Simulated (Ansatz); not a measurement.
# GeC+ (quartet): the correlation ladder at distance Ge1–C2 = 4.169 Å, cc-pVDZ

Aim: climb from Hartree-Fock through coupled cluster and multireference methods for GeC+ (quartet) at one geometry and basis, and see what each rung misses.

Method: cc-pVDZ, core rule «outside noble gas», up to 15 orbitals frozen; program: Ansatz 0.2.0, Gaussian basis.

To be run: UHF; CCSD(T) on ROHF; CCSD(T) on UHF; BCCD(T) on ROHF; CISD; CCSDT(Q) on ROHF; CCSDT(Q) on UHF; CASSCF and MRCISD+Q, 5 electrons in 5 orbitals; CASSCF and NEVPT2, 5 electrons in 5 orbitals; CASSCF and MRCISD+Q, 7 electrons in 8 orbitals; CASSCF and NEVPT2, 7 electrons in 8 orbitals; Full CI.

15 further runs of the same task are left out: 11 that didn't finish, 4 set aside as unsound or not needed.

### 1 The geometry

The geometry derives from a PBE0/def2-TZVP stationary point (not a proven minimum). One bond is set to the value named and the two fragments are kept rigid. No spin-orbit coupling is included. The filled d shell of Ge may be among the frozen orbitals whatever the setting's name suggests; the logs give the count.

2 atoms, charge 1, spin multiplicity 4.

Atoms are counted from 1 here; the program's logs count them from 0.

No contacts short enough for the rule that draws bonds.

### 2 UHF

File in.yaml:

```yaml
crystal:
  periodic: [false, false, false]
  atoms:
    - {symbol: Ge, position_ang: [0.000000, 0.000000, 0.000000]}
    - {symbol: C, position_ang: [0.000000, 0.000000, 4.169000]}
basis:
  gaussian: {orbitals: cc-pVDZ}
total_charge: 1
magnetization: {spin_polarized: true, initial_magnetization: 3}
hamiltonian: {xc: hf}
output: {orbitals: {seedname: orbitals}}
```

Command:

```sh
ansatz run in.yaml --threads 1 --pin off --events-out ev --progress --plain --max-ram 2393MiB
```

After this run come: CCSD(T) on ROHF; CCSD(T) on UHF; BCCD(T) on ROHF; CISD; CCSDT(Q) on ROHF; CCSDT(Q) on UHF; CASSCF and MRCISD+Q, 5 electrons in 5 orbitals; CASSCF and NEVPT2, 5 electrons in 5 orbitals; CASSCF and MRCISD+Q, 7 electrons in 8 orbitals; CASSCF and NEVPT2, 7 electrons in 8 orbitals; Full CI.

Before running them: what should the planned runs give, taken together? Wanted: FCI below the RHF energy; RMP2 from FCI; UMP2 from FCI; RCCSD from FCI; RCCSD(T) from FCI; UCCSD(T) from FCI; RCCSDT(Q) from FCI; UCCSDT(Q) from FCI; T1 diagnostic.

**Answer**, as computed:

```
                         quantity                                                              value
         FCI below the RHF energy                                                         -3.5323 eV
                    RMP2 from FCI                                                        +1071.7 meV
                    UMP2 from FCI                                                        +1055.5 meV
                   RCCSD from FCI                                                          +67.1 meV
                RCCSD(T) from FCI                                                          +24.0 meV
                UCCSD(T) from FCI                                                          +18.8 meV
               RCCSDT(Q) from FCI                                                           +5.6 meV
               UCCSDT(Q) from FCI                                                           +1.2 meV
levels within 1 kcal/mol (43 meV)  RCCSD(T), UCCSD(T), BCCD(T), RCCSDT, UCCSDT, RCCSDT(Q), UCCSDT(Q)
                    T1 diagnostic                                                              0.020
   effectively unpaired electrons                                                               3.36
```

What this shows: RCCSD(T) lands +24.0 meV from the yardstick (0.7 % of the correlation energy). The occupations show some static correlation. These misses are within one basis, not against nature; the frozen cores of restricted and unrestricted runs differ, which can shift their rows.
